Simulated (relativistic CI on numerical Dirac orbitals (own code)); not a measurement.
# Cd³⁺: M2,3 absorption multiplets

Wanted: the shape of the M2,3 absorption spectrum of Cd³⁺ in 5 surroundings, from the same atomic integrals.

Method: Dirac-Coulomb-Breit CI, KLI orbitals optimised for each configuration, model QED (radiative potential, 1s self-energy scaled to tabulated hydrogen-like ionisation energies), valence Slater integrals scaled by 0.9, multiplet model of core-to-valence dipole absorption. Code: relativistic CI on numerical Dirac orbitals (own code) version 1.

**1. The atom as given**

| Item | Value |
| --- | --- |
| ion | Cd³⁺ (Cd IV) |
| nuclear charge | 48 |
| electrons | 45 |
| configurations | [Kr] 4d9 → [Ne] 3s2 3p5 3d10 4s2 4p6 4d10 |
| magnetising field for the dichroism, Lz and Sz | exchange field 10 meV on Sz; these come from the lowest magnetised state alone (0 K) |
| temperature of the isotropic spectrum | 80 K |
| widths | Lorentz 2 eV, Gauss 0.4 eV |
| surrounding 1 | free ion |
| surrounding 2 | Oh, 10Dq = 6000 cm⁻¹ |
| surrounding 3 | Oh, 10Dq = 13500 cm⁻¹ |
| surrounding 4 | Oh, 10Dq = 21000 cm⁻¹ |
| surrounding 5 | Oh, 10Dq = 28550 cm⁻¹ |

**2. Surrounding 1: free ion**

The run's settings:

```ini
atom Cd  Z=48  charge=3  electrons=45
nucleus A=114  rms_radius_fm=4.6087
hamiltonian dirac-coulomb  breit=on  qed=on  c_scale=1
orbitals kli  potential=per-configuration
slater_scale 0.9
correlation none
mixing on
configurations
  [Kr] 4d9
  [Ne] 3s2 3p5 3d10 4s2 4p6 4d10
end
absorption M2,3 T=80 lorentz=2 gauss=0.4
crystal_field free
```

**3. Surrounding 2: Oh, 10Dq = 6000**

Settings: those of step 2 with these lines changed.

```diff
@@ -12,2 +12,2 @@
 absorption M2,3 T=80 lorentz=2 gauss=0.4
-crystal_field free
+crystal_field Oh 10Dq=6000
```

**4. Surrounding 3: Oh, 10Dq = 13500**

Settings: those of step 3 with these lines changed.

```diff
@@ -12,2 +12,2 @@
 absorption M2,3 T=80 lorentz=2 gauss=0.4
-crystal_field Oh 10Dq=6000
+crystal_field Oh 10Dq=13500
```

**5. Surrounding 4: Oh, 10Dq = 21000**

Settings: those of step 4 with these lines changed.

```diff
@@ -12,2 +12,2 @@
 absorption M2,3 T=80 lorentz=2 gauss=0.4
-crystal_field Oh 10Dq=13500
+crystal_field Oh 10Dq=21000
```

**6. Surrounding 5: Oh, 10Dq = 28550**

Settings: those of step 5 with these lines changed.

```diff
@@ -12,2 +12,2 @@
 absorption M2,3 T=80 lorentz=2 gauss=0.4
-crystal_field Oh 10Dq=21000
+crystal_field Oh 10Dq=28550
```

(Steps that only read results are left out.)

What does the calculation give? Wanted: highest peak, first run; ground spin; share of the lower edge; core spin-orbit splitting.

As calculated:

| surrounding | ground S | Lz (0 K) | Sz (0 K) | centroid (eV) | share of the lower edge | up to four highest peaks (% of the highest), eV |
| --- | --- | --- | --- | --- | --- | --- |
| 1: free | 0.50 | -2.00 | -0.50 | 611.21 | - | 611.2 (100) |
| 2: Oh | 0.50 | -0.97 | -0.47 | 614.34 | 0.918 | 611.5 (100), 646.2 (9) |
| 3: Oh | 0.50 | -0.56 | -0.49 | 617.59 | 0.839 | 612.0 (100), 646.8 (19) |
| 4: Oh | 0.50 | -0.39 | -0.50 | 619.39 | 0.803 | 612.5 (100), 647.2 (25) |
| 5: Oh | 0.50 | -0.29 | -0.50 | 620.64 | 0.783 | 613.0 (100), 647.8 (28) |

```
                                 quantity           value
                  highest peak, first run        611.2 eV
      ground spin (effective S from ⟨S²⟩)            0.50
                  share of the lower edge  0.783 to 0.918
core spin-orbit splitting (without Breit)        34.96 eV
```

**Reading.** The lower edge takes 0.92 of the intensity in surrounding 2, above the statistical 0.67. The position of the maximum differs by up to 1.8 eV between the surroundings, by shifts of peaks or by peaks exchanging rank. Edge positions are free-ion values and differ from those in solids by a few eV or more.
